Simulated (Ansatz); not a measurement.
# SiO2: the cost of one run

Computed with Ansatz 0.2.0 (reference: DFT r2SCAN, plane waves, PAW, scalar-relativistic, no spin polarisation, unless a step's input says otherwise).

### 1 The starting structure

The structure is tetragonal, space group P4_2/mnm (No. 136). Conventional cell: a = 4.151 Å, b = 4.151 Å, c = 2.648 Å, α = 90.00°, β = 90.00°, γ = 90.00°. Si (site symmetry mmm) is surrounded by 6 O at 1.75 to 1.80 Å. O (site symmetry m2m) is surrounded by 3 Si at 1.75 to 1.80 Å.

Coordinates:

```
Si O
1.0
     4.15086    0.00000    0.00000
     0.00000    4.15086    0.00000
     0.00000    0.00000    2.64833
Si O
2 4
Cartesian
  0.0000 0.0000 0.0000
  2.0754 2.0754 1.3242
  1.2697 1.2697 0.0000
  0.8057 3.3452 1.3242
  2.8811 2.8811 0.0000
  3.3452 0.8057 1.3242
```

### 2 Reference

Input file input.yaml:

```yaml
crystal:
  lattice:
    - [4.15086107, 0.0, 0.0]
    - [0.0, 4.15086107, 0.0]
    - [0.0, 0.0, 2.64833144]
  atoms:
    - { symbol: Si, position: [0.0, 0.0, 0.0] }
    - { symbol: Si, position: [0.5, 0.5, 0.5] }
    - { symbol: O, position: [0.3059, 0.3059, 0.0] }
    - { symbol: O, position: [0.1941, 0.8059, 0.5] }
    - { symbol: O, position: [0.6941, 0.6941, 0.0] }
    - { symbol: O, position: [0.8059, 0.1941, 0.5] }
  symmetry: { tolerance: 0.0003 }
kpoints:
  mp_grid: { grid: [4, 4, 7], shift: [0, 0, 0] }
magnetization:
  spin_polarized: false
scf:
  occupations: { method: fermi_dirac, width: 0.1458 }
hamiltonian:
  pseudopotentials: { kind: paw }
  xc: r2scan
basis:
  ecutwfc: 500
output:
  forces: true
  stress: true
  eigenvalues: true
  write_density: true
  write_potential: true
  elf: true
  volumetric_format: npy
relax:
  max_steps: 40
  cell: {}
```

Command:

```console
ansatz run input.yaml --threads 1 --pin off --max-ram 2560MiB --backend cpu --events-out ev --progress --plain --runs-dir out
```

What time and memory should one allow on 1 thread of Arm Neoverse V2, shared host?

About 17 s, with a peak of 0.41 GiB.
